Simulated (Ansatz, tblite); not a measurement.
# Sn(OEt)Me3 (C₅H₁₄OSn): one state, many levels

How do method and basis change the picture of Sn(OEt)Me3 (C₅H₁₄OSn) (singlet)?

Program: Ansatz 0.2.0, Gaussian basis. Level of theory: as each input shows. These are calculated values, not measurements.

The runs, in order: GFN1-xTB, GFN2-xTB, PBE-D4/def2-TZVP, r2SCAN-D4/def2-TZVP, PBE-QIDH/def2-TZVP, r2SCAN0-D4/def2-TZVP, LC-ωPBE/def2-TZVP, PBE-D4/def2-SVP, PBE0-D4/def2-SVP, MP2/def2-TZVP, RPA/def2-TZVP.

2 further runs of the same task are left out: 2 set aside as unsound or not needed. Runs told in other sessions of the task aren't counted.

### 1 The geometry

The geometry is that of the singlet, from an earlier relaxation (PBE-D4/def2-SVP).

21 atoms, charge 0, spin multiplicity 1.

Bond lengths: C1–C2 1.524 Å, C1–O6 1.411 Å, C1–H8 1.122 Å, C1–H9 1.122 Å, C2–H10 1.110 Å, C2–H11 1.109 Å, C2–H12 1.109 Å, C3–Sn7 2.173 Å, C3–H13 1.108 Å, C3–H14 1.107 Å, C3–H15 1.107 Å, C4–Sn7 2.160 Å, C4–H16 1.107 Å, C4–H17 1.107 Å, C4–H18 1.107 Å, C5–Sn7 2.173 Å, C5–H19 1.108 Å, C5–H20 1.107 Å and more. Angles: C2–C1–O6 109.1°, C2–C1–H8 108.9°, C2–C1–H9 108.9°, O6–C1–H8 112.0°, O6–C1–H9 112.1°, H8–C1–H9 105.7°, C1–C2–H10 111.3°, C1–C2–H11 110.3°, C1–C2–H12 110.2°, H10–C2–H11 108.6°, H10–C2–H12 108.6°, H11–C2–H12 107.8°, Sn7–C3–H13 109.9°, Sn7–C3–H14 110.3°, Sn7–C3–H15 109.4°, H13–C3–H14 109.0°, H13–C3–H15 109.1°, H14–C3–H15 109.1° and more.

Geometry (Å):

```mol
C5H14OSn
  3D, bonds by distance, orders not assigned

 21 20  0  0  0  0  0  0  0  0999 V2000
    0.3813   -0.7886    1.7622 C   0  0
    0.2329   -0.5863    3.2656 C   0  0
    1.9084    0.3711   -1.5544 C   0  0
   -1.1980    2.2273   -1.3398 C   0  0
   -1.2514   -1.3793   -1.6639 C   0  0
   -0.2106    0.3013    1.0894 O   0  0
   -0.1764    0.3657   -0.9418 Sn  0  0
   -0.0914   -1.7660    1.4776 H   0  0
    1.4709   -0.8956    1.5151 H   0  0
    0.6837   -1.4275    3.8318 H   0  0
    0.7286    0.3554    3.5773 H   0  0
   -0.8393   -0.5111    3.5386 H   0  0
    1.9773    0.4517   -2.6574 H   0  0
    2.4063   -0.5632   -1.2299 H   0  0
    2.4252    1.2360   -1.0952 H   0  0
   -1.3740    2.3501   -2.4260 H   0  0
   -0.5852    3.0721   -0.9719 H   0  0
   -2.1697    2.2287   -0.8102 H   0  0
   -1.2873   -1.3695   -2.7713 H   0  0
   -2.2853   -1.3668   -1.2678 H   0  0
   -0.7458   -2.3055   -1.3283 H   0  0
  1  2  8  0
  1  6  8  0
  1  8  8  0
  1  9  8  0
  2 10  8  0
  2 11  8  0
  2 12  8  0
  3  7  8  0
  3 13  8  0
  3 14  8  0
  3 15  8  0
  4  7  8  0
  4 16  8  0
  4 17  8  0
  4 18  8  0
  5  7  8  0
  5 19  8  0
  5 20  8  0
  5 21  8  0
  6  7  8  0
M  END
```

Sn takes a core potential in the def2 sets. No spin-orbit coupling is included.

PBE0-D4/def2-TZVP was run before; its log isn't repeated, and its numbers join the tables.

### 2 GFN1-xTB

Tight binding, by tblite at 300 K electronic temperature and without a spin-polarisation term:

```python
tblite.interface.Calculator('GFN1-xTB', numbers, positions, charge=0, uhf=0).singlepoint()
```

Energy -688.2652 eV, HOMO -11.66 eV, LUMO -6.85 eV; 0.008 s.

### 3 GFN2-xTB

Tight binding, by tblite at 300 K electronic temperature and without a spin-polarisation term:

```python
tblite.interface.Calculator('GFN2-xTB', numbers, positions, charge=0, uhf=0).singlepoint()
```

Energy -651.4882 eV, HOMO -10.36 eV, LUMO -6.08 eV; 0.007 s.

### 4 PBE-D4/def2-TZVP

start.molden holds the orbitals of an earlier run on this state, given as this run's starting guess.

Contents of in.yaml:

```yaml
crystal:
  periodic: [false, false, false]
  atoms:
    - {symbol: C, position_ang: [0.381260, -0.788616, 1.762184]}
    - {symbol: C, position_ang: [0.232879, -0.586300, 3.265612]}
    - {symbol: C, position_ang: [1.908353, 0.371108, -1.554359]}
    - {symbol: C, position_ang: [-1.197992, 2.227289, -1.339773]}
    - {symbol: C, position_ang: [-1.251389, -1.379288, -1.663851]}
    - {symbol: O, position_ang: [-0.210627, 0.301332, 1.089431]}
    - {symbol: Sn, position_ang: [-0.176403, 0.365697, -0.941841]}
    - {symbol: H, position_ang: [-0.091437, -1.766045, 1.477646]}
    - {symbol: H, position_ang: [1.470908, -0.895563, 1.515144]}
    - {symbol: H, position_ang: [0.683713, -1.427549, 3.831833]}
    - {symbol: H, position_ang: [0.728580, 0.355428, 3.577312]}
    - {symbol: H, position_ang: [-0.839291, -0.511108, 3.538594]}
    - {symbol: H, position_ang: [1.977294, 0.451691, -2.657356]}
    - {symbol: H, position_ang: [2.406266, -0.563194, -1.229908]}
    - {symbol: H, position_ang: [2.425207, 1.236039, -1.095190]}
    - {symbol: H, position_ang: [-1.374024, 2.350145, -2.426013]}
    - {symbol: H, position_ang: [-0.585195, 3.072074, -0.971858]}
    - {symbol: H, position_ang: [-2.169726, 2.228678, -0.810207]}
    - {symbol: H, position_ang: [-1.287308, -1.369484, -2.771318]}
    - {symbol: H, position_ang: [-2.285306, -1.366839, -1.267752]}
    - {symbol: H, position_ang: [-0.745753, -2.305526, -1.328339]}
basis:
  gaussian: {orbitals: def2-TZVP, initial_orbitals: start.molden}
hamiltonian: {xc: pbe, dispersion: d4}
scf: {omitted_lower_state_checks: [starts]}
output: {forces: true, orbitals: {seedname: orbitals}}
```

The run is started by

```bash
$ ansatz run in.yaml --threads 4 --pin off --events-out ev --progress --plain --max-ram 4787MiB
```

Output (excerpt; [...] marks lines left out):

```text
Functional definition: PBE
  name "PBE"
  cite "Perdew, Burke & Ernzerhof, Phys. Rev. Lett. 77, 3865 (1996) doi:10.1103/PhysRevLett.77.3865"
  parent pbe
[...]
2055 factors; their error is unknown
[...]
mean field -13285.35510468 eV, -488.2277949597 hartree, gradient 2.2e-5 eV, S^2 0.000000; 0 other end points of the search recorded, 0 dependent functions left out
[...]
reference -13285.35516975 eV, -488.2277973512 hartree; 37, 37 occupied and 283, 283 virtual orbitals, 2055 factors
Total energy: -13285.80018136 eV, -488.2441512260 hartree
Atom 0 at     0.381260    -0.788616     1.762184 Å, force     0.261725    -0.468432     0.034555 eV/Å
Atom 1 at     0.232879    -0.586300     3.265612 Å, force    -0.057751     0.092376     0.215542 eV/Å
Atom 2 at     1.908353     0.371108    -1.554359 Å, force     0.192739     0.000432    -0.035558 eV/Å
Atom 3 at    -1.197992     2.227289    -1.339773 Å, force    -0.089579     0.170535     0.000415 eV/Å
Atom 4 at    -1.251389    -1.379288    -1.663851 Å, force    -0.098175    -0.164823    -0.042851 eV/Å
Atom 5 at    -0.210627     0.301332     1.089431 Å, force    -0.060149     0.132467    -0.388239 eV/Å
Atom 6 at    -0.176403     0.365697    -0.941841 Å, force    -0.003750    -0.013810     0.191725 eV/Å
Atom 7 at    -0.091437    -1.766045     1.477646 Å, force     0.080768     0.280800     0.054775 eV/Å
Atom 8 at     1.470908    -0.895563     1.515144 Å, force    -0.283402     0.077740     0.045333 eV/Å
Atom 9 at     0.683713    -1.427549     3.831833 Å, force    -0.108645     0.205400    -0.162796 eV/Å
Atom 10 at     0.728580     0.355428     3.577312 Å, force    -0.117411    -0.251681    -0.078643 eV/Å
Atom 11 at    -0.839291    -0.511108     3.538594 Å, force     0.277931    -0.033896    -0.068286 eV/Å
Atom 12 at     1.977294     0.451691    -2.657356 Å, force    -0.021036    -0.028178     0.313998 eV/Å
Atom 13 at     2.406266    -0.563194    -1.229908 Å, force    -0.146507     0.266014    -0.096560 eV/Å
Atom 14 at     2.425207     1.236039    -1.095190 Å, force    -0.150031    -0.250901    -0.131046 eV/Å
Atom 15 at    -1.374024     2.350145    -2.426013 Å, force     0.052692    -0.040436     0.298849 eV/Å
Atom 16 at    -0.585195     3.072074    -0.971858 Å, force    -0.171787    -0.232212    -0.104513 eV/Å
Atom 17 at    -2.169726     2.228678    -0.810207 Å, force     0.268715    -0.001710    -0.149137 eV/Å
Atom 18 at    -1.287308    -1.369484    -2.771318 Å, force     0.015703    -0.003566     0.315871 eV/Å
Atom 19 at    -2.285306    -1.366839    -1.267752 Å, force     0.300209    -0.002109    -0.112911 eV/Å
Atom 20 at    -0.745753    -2.305526    -1.328339 Å, force    -0.142256     0.265992    -0.100522 eV/Å
Dipole moment:     0.061451    -0.082497    -0.408528 e Å
Checks for a lower state left out: starts
```

Run time: 2.2 s. Hardware: 4 threads of AMD EPYC 9R45, shared host; peak memory 0.55 GiB.

HOMO -5.42 eV, LUMO -0.68 eV.

### 5 r2SCAN-D4/def2-TZVP

in.yaml: that of step 4 with these lines changed.

```diff
@@ -26,4 +26,4 @@
   gaussian: {orbitals: def2-TZVP, initial_orbitals: start.molden}
-hamiltonian: {xc: pbe, dispersion: d4}
+hamiltonian: {xc: r2scan, dispersion: d4}
 scf: {omitted_lower_state_checks: [starts]}
-output: {forces: true, orbitals: {seedname: orbitals}}
+output: {orbitals: {seedname: orbitals}}
```

The command is unchanged.

Output:

```text
Functional definition: r2SCAN
  name "r2SCAN"
  cite "Furness, Kaplan, Ning, Perdew & Sun, J. Phys. Chem. Lett. 11, 8208 (2020) doi:10.1021/acs.jpclett.0c02405"
  cite "Furness, Kaplan, Ning, Perdew & Sun, J. Phys. Chem. Lett. 11, 9248 (2020) doi:10.1021/acs.jpclett.0c03077"
  parent r2scan
  parameter k0 = 0.174
  parameter k1 = 0.065
  parameter a1 = 4.9479
  exchange = r2scan_x(k0 = k0, k1 = k1, a1 = a1)
  correlation = r2scan_c
these checks for a lower state are left out or cut short: starts
2055 factors; their error is unknown
mean field evaluation 1: about -13293.1999 eV, gradient 6.4e0 eV
mean field evaluation 2: about -13293.2637 eV, gradient 6.2e-2 eV
mean field evaluation 4: about -13293.2174 eV, gradient 5.5e-4 eV
mean field -13293.21742890 eV, -488.5167300455 hartree, gradient 2.7e-5 eV, S^2 0.000000; 0 other end points of the search recorded, 0 dependent functions left out
reference -13293.21744709 eV, -488.5167307143 hartree; 37, 37 occupied and 283, 283 virtual orbitals, 2055 factors
Total energy: -13293.34152370 eV, -488.5212904455 hartree
Checks for a lower state left out: starts
```

Wall time 2.8 s (4 threads of AMD EPYC 9R45, shared host); peak memory 0.6 GiB.

Report: HOMO -5.72 eV, LUMO -0.26 eV.

### 6 PBE-QIDH/def2-TZVP

in.yaml: that of step 5 with these lines changed.

```diff
@@ -26,4 +26,3 @@
   gaussian: {orbitals: def2-TZVP, initial_orbitals: start.molden}
-hamiltonian: {xc: r2scan, dispersion: d4}
+hamiltonian: {xc: {name: PBE-QIDH}}
 scf: {omitted_lower_state_checks: [starts]}
-output: {orbitals: {seedname: orbitals}}
```

The command is unchanged.

Output (excerpt; [...] marks lines left out):

```text
Functional definition: PBE-QIDH
  name "PBE-QIDH"
  cite "Brémond, Sancho-García, Pérez-Jiménez & Adamo, J. Chem. Phys. 141, 031101 (2014) doi:10.1063/1.4890314"
  cite "Perdew, Burke & Ernzerhof, Phys. Rev. Lett. 77, 3865 (1996) doi:10.1103/PhysRevLett.77.3865"
[...]
2372 factors; integrals over basis functions are off by at most 1.2e-3 eV
[...]
mean field -13265.44184569 eV, -487.4959961898 hartree, gradient 1.7e-6 eV, S^2 0.000000; 0 other end points of the search recorded, 0 dependent functions left out
10 core orbitals not correlated: weight in the atoms' cores, before any rotation towards them, 1.000 or more for the frozen orbitals, at most 0.000 for the correlated occupied ones
reference -13265.44186398 eV, -487.4959968620 hartree; 27, 27 occupied and 283, 283 virtual orbitals, 2372 factors
second order -43.70410775 eV of doubles, -0.00000000 eV of singles
Total energy: -13280.00989990 eV, -488.0313623073 hartree
Checks for a lower state left out: starts
```

It took 5.5 s on 4 threads of AMD EPYC 9R45, shared host; peak memory 1.3 GiB.

### 7 r2SCAN0-D4/def2-TZVP

in.yaml: that of step 6 with these lines changed.

```diff
@@ -26,3 +26,4 @@
   gaussian: {orbitals: def2-TZVP, initial_orbitals: start.molden}
-hamiltonian: {xc: {name: PBE-QIDH}}
+hamiltonian: {xc: {name: r2SCAN0}, dispersion: d4}
 scf: {omitted_lower_state_checks: [starts]}
+output: {orbitals: {seedname: orbitals}}
```

The command is unchanged.

Output (excerpt; [...] marks lines left out):

```text
Functional definition: r2SCAN0
  name "r2SCAN0"
  cite "Bursch, Neugebauer, Ehlert & Grimme, J. Chem. Phys. 156, 134105 (2022) doi:10.1063/5.0086040"
  cite "Furness, Kaplan, Ning, Perdew & Sun, J. Phys. Chem. Lett. 11, 8208 (2020) doi:10.1021/acs.jpclett.0c02405"
  cite "Furness, Kaplan, Ning, Perdew & Sun, J. Phys. Chem. Lett. 11, 9248 (2020) doi:10.1021/acs.jpclett.0c03077"
  parent r2scan
[...]
2128 factors; their error is unknown
[...]
mean field -13291.63730648 eV, -488.4586616177 hartree, gradient 1.8e-5 eV, S^2 0.000000; 0 other end points of the search recorded, 0 dependent functions left out
reference -13291.63732081 eV, -488.4586621442 hartree; 37, 37 occupied and 283, 283 virtual orbitals, 2128 factors
Total energy: -13291.78191167 eV, -488.4639757606 hartree
Checks for a lower state left out: starts
```

Run time: 3.9 s. Hardware: 4 threads of AMD EPYC 9R45, shared host; peak memory 1.3 GiB.

HOMO -7.13 eV, LUMO 0.49 eV.

### 8 LC-ωPBE/def2-TZVP

in.yaml: that of step 7 with these lines changed.

```diff
@@ -26,3 +26,3 @@
   gaussian: {orbitals: def2-TZVP, initial_orbitals: start.molden}
-hamiltonian: {xc: {name: r2SCAN0}, dispersion: d4}
+hamiltonian: {xc: {name: LC-wPBE}}
 scf: {omitted_lower_state_checks: [starts]}
```

Same command.

Output (excerpt; [...] marks lines left out):

```text
Functional definition: LC-wPBE
  name "LC-wPBE"
  cite "Vydrov & Scuseria, J. Chem. Phys. 125, 234109 (2006) doi:10.1063/1.2409292"
  cite "Heyd & Scuseria, J. Chem. Phys. 120, 7274 (2004) doi:10.1063/1.1668634"
  cite "Ernzerhof & Perdew, J. Chem. Phys. 109, 3313 (1998) doi:10.1063/1.476928"
  cite "Perdew, Burke & Ernzerhof, Phys. Rev. Lett. 77, 3865 (1996) doi:10.1103/PhysRevLett.77.3865"
  parent pbe
[...]
2055 factors; their error is unknown
730 factors; integrals over basis functions are off by at most 1.4e-5 eV
[...]
mean field -13292.08343880 eV, -488.4750566781 hartree, gradient 1.6e-5 eV, S^2 0.000000; 0 other end points of the search recorded, 0 dependent functions left out
reference -13292.08343881 eV, -488.4750566784 hartree; 37, 37 occupied and 283, 283 virtual orbitals, 2055 factors
Total energy: -13292.08343881 eV, -488.4750566784 hartree
Checks for a lower state left out: starts
```

Wall time 2.5 s (4 threads of AMD EPYC 9R45, shared host); peak memory 0.88 GiB.

HOMO -9.65 eV, LUMO 2.31 eV.

### 9 PBE-D4/def2-SVP

in.yaml: that of step 8 with these lines changed.

```diff
@@ -25,4 +25,4 @@
 basis:
-  gaussian: {orbitals: def2-TZVP, initial_orbitals: start.molden}
-hamiltonian: {xc: {name: LC-wPBE}}
+  gaussian: {orbitals: def2-SVP, initial_orbitals: start.molden}
+hamiltonian: {xc: pbe, dispersion: d4}
 scf: {omitted_lower_state_checks: [starts]}
```

Launched as before.

Output:

```text
Functional definition: PBE
  name "PBE"
  cite "Perdew, Burke & Ernzerhof, Phys. Rev. Lett. 77, 3865 (1996) doi:10.1103/PhysRevLett.77.3865"
  parent pbe
  parameter kappa = 0.804
  parameter beta = 0.06672455060314922
  exchange = pbe_x(kappa = kappa, mu = beta*pi^2/3)
  correlation = pbe_c(beta = beta)
these checks for a lower state are left out or cut short: starts
2036 factors; their error is unknown
mean field evaluation 1: about -13276.0961 eV, gradient 2.5e1 eV
mean field evaluation 2: about -13276.5256 eV, gradient 5.3e-1 eV
mean field evaluation 4: about -13276.4631 eV, gradient 2.7e-1 eV
mean field evaluation 8: about -13276.4633 eV, gradient 9.5e-6 eV
mean field -13276.46327374 eV, -487.9010261998 hartree, gradient 9.5e-6 eV, S^2 0.000000; 0 other end points of the search recorded, 0 dependent functions left out
reference -13276.46332346 eV, -487.9010280271 hartree; 37, 37 occupied and 143, 143 virtual orbitals, 2036 factors
Total energy: -13276.90833506 eV, -487.9173819018 hartree
Checks for a lower state left out: starts
```

Wall time 1 s (4 threads of AMD EPYC 9R45, shared host).

HOMO -5.19 eV, LUMO -0.30 eV.

### 10 PBE0-D4/def2-SVP

in.yaml: that of step 9 with these lines changed.

```diff
@@ -26,3 +26,3 @@
   gaussian: {orbitals: def2-SVP, initial_orbitals: start.molden}
-hamiltonian: {xc: pbe, dispersion: d4}
+hamiltonian: {xc: pbe0, dispersion: d4}
 scf: {omitted_lower_state_checks: [starts]}
```

Same command.

Output:

```text
Functional definition: PBE0
  name "PBE0"
  cite "Adamo & Barone, J. Chem. Phys. 110, 6158 (1999) doi:10.1063/1.478522"
  cite "Perdew, Burke & Ernzerhof, Phys. Rev. Lett. 77, 3865 (1996) doi:10.1103/PhysRevLett.77.3865"
  parent pbe
  parameter a = 0.25
  parameter kappa = 0.804
  parameter beta = 0.06672455060314922
  exchange = (1 - a)*pbe_x(kappa = kappa, mu = beta*pi^2/3) + a*exact_x
  correlation = pbe_c(beta = beta)
these checks for a lower state are left out or cut short: starts
2099 factors; their error is unknown
mean field evaluation 1: about -13277.5998 eV, gradient 2.4e1 eV
mean field evaluation 2: about -13277.9042 eV, gradient 4.0e-1 eV
mean field evaluation 4: about -13277.9608 eV, gradient 9.2e-4 eV
mean field -13277.96082467 eV, -487.9560601817 hartree, gradient 9.5e-6 eV, S^2 0.000000; 0 other end points of the search recorded, 0 dependent functions left out
reference -13277.96086357 eV, -487.9560616111 hartree; 37, 37 occupied and 143, 143 virtual orbitals, 2099 factors
Total energy: -13278.34505937 eV, -487.9701805462 hartree
Checks for a lower state left out: starts
```

Run time: 1.4 s. Hardware: 4 threads of AMD EPYC 9R45, shared host; peak memory 0.65 GiB.

Report: HOMO -6.76 eV, LUMO 0.63 eV.

### 11 MP2/def2-TZVP

in.yaml: that of step 10 with these lines changed.

```diff
@@ -25,4 +25,4 @@
 basis:
-  gaussian: {orbitals: def2-SVP, initial_orbitals: start.molden}
-hamiltonian: {xc: pbe0, dispersion: d4}
+  gaussian: {orbitals: def2-TZVP, initial_orbitals: start.molden}
+correlation: {method: mp2}
 scf: {omitted_lower_state_checks: [starts]}
```

Same command.

Output:

```text
Functional definition: HF
  name "HF"
  cite "Fock, Z. Phys. 61, 126 (1930) doi:10.1007/BF01340294"
  parent pbe
  exchange = exact_x
  correlation = 0
these checks for a lower state are left out or cut short: starts
2372 factors; integrals over basis functions are off by at most 1.2e-3 eV
mean field evaluation 1: about -13218.1275 eV, gradient 2.9e1 eV
mean field evaluation 2: about -13219.2771 eV, gradient 1.1e0 eV
mean field evaluation 4: about -13219.6160 eV, gradient 1.2e-2 eV
mean field evaluation 8: about -13219.6161 eV, gradient 1.5e-6 eV
mean field -13219.61606865 eV, -485.8119299451 hartree, gradient 4.0e-6 eV, S^2 0.000000; 0 other end points of the search recorded, 0 dependent functions left out
10 core orbitals not correlated: weight in the atoms' cores, before any rotation towards them, 1.000 or more for the frozen orbitals, at most 0.000 for the correlated occupied ones
reference -13219.61606865 eV, -485.8119299451 hartree; 27, 27 occupied and 283, 283 virtual orbitals, 2372 factors
second order -38.85395550 eV of doubles, -0.00000000 eV of singles
Total energy: -13258.47002414 eV, -487.2397864735 hartree
Checks for a lower state left out: starts
```

It took 3.8 s on 4 threads of AMD EPYC 9R45, shared host; peak memory 1.2 GiB.

Hartree-Fock HOMO -10.40 eV, LUMO 2.74 eV.

### 12 RPA/def2-TZVP

in.yaml: that of step 11 with these lines changed.

```diff
@@ -26,4 +26,4 @@
   gaussian: {orbitals: def2-TZVP, initial_orbitals: start.molden}
-correlation: {method: mp2}
+hamiltonian: {xc: pbe}
+correlation: {method: rpa}
 scf: {omitted_lower_state_checks: [starts]}
-output: {orbitals: {seedname: orbitals}}
```

Launched as before.

Output (excerpt; [...] marks lines left out):

```text
Functional definition: PBE
  name "PBE"
  cite "Perdew, Burke & Ernzerhof, Phys. Rev. Lett. 77, 3865 (1996) doi:10.1103/PhysRevLett.77.3865"
  parent pbe
[...]
2372 factors; integrals over basis functions are off by at most 1.2e-3 eV
[...]
mean field -13285.35494952 eV, -488.2277892578 hartree, gradient 1.9e-6 eV, S^2 0.000000; 0 other end points of the search recorded, 0 dependent functions left out
10 core orbitals not correlated: weight in the atoms' cores, before any rotation towards them, 1.000 or more for the frozen orbitals, at most 0.000 for the correlated occupied ones
reference -13217.35440364 eV, -485.7288152893 hartree; 27, 27 occupied and 283, 283 virtual orbitals, 2372 factors
Total energy: -13279.58043941 eV, -488.0155799253 hartree
Checks for a lower state left out: starts
```

Wall time 6 s (4 threads of AMD EPYC 9R45, shared host); peak memory 1.3 GiB.

### 13 Comparison

```
               level  functions  HOMO (eV)  LUMO (eV)  gap (eV)   time
     PBE-D4/def2-SVP        180      -5.19      -0.30      4.88    1 s
    PBE-D4/def2-TZVP        320      -5.42      -0.68      4.73  2.2 s
 r2SCAN-D4/def2-TZVP        320      -5.72      -0.26      5.46  2.8 s
    PBE0-D4/def2-SVP        180      -6.76       0.63      7.39  1.4 s
   PBE0-D4/def2-TZVP        320      -6.92       0.19      7.11  3.4 s
r2SCAN0-D4/def2-TZVP        320      -7.13       0.49      7.63  3.9 s
   LC-ωPBE/def2-TZVP        320      -9.65       2.31     11.96  2.5 s
```

The pieces so far (eV):

```
    basis           HF  MP2 correlation              total
def2-TZVP  -13219.6161         -38.8540  -13258.4700 (MP2)
```

### 14 Binding energy

Free atoms were run apart at each level; binding is atoms less cluster, divided by the number of atoms, without zero-point or spin-orbit terms.

```csv
level,binding an atom (eV)
HF/def2-TZVP,2.846
PBE-D4/def2-SVP,3.915
PBE-D4/def2-TZVP,3.901
r2SCAN-D4/def2-TZVP,3.846
PBE0-D4/def2-SVP,3.866
PBE0-D4/def2-TZVP,3.848
r2SCAN0-D4/def2-TZVP,3.802
LC-ωPBE/def2-TZVP,3.826
MP2/def2-TZVP,3.742
```

### 15 Summary of results

```
                                                 quantity                                  value
gap in def2-TZVP, named functionals, smallest and largest   4.73 eV (PBE-D4), 11.96 eV (LC-ωPBE)
                        correlation energy, MP2/def2-TZVP                              -38.85 eV
                binding an atom, functionals in def2-TZVP  3.80 (r2SCAN0-D4) to 3.90 eV (PBE-D4)
          PBE0 total energy, smallest basis above largest          8.65 eV (def2-SVP, def2-TZVP)
```

In words: Over the named functionals in def2-TZVP the gap runs from 4.73 eV (PBE-D4) to 11.96 eV (LC-ωPBE); exact exchange widens it.

The slowest run with a step of its own, RPA/def2-TZVP, took 6 s; the quickest functional in def2-TZVP took 2.2 s (shared host).
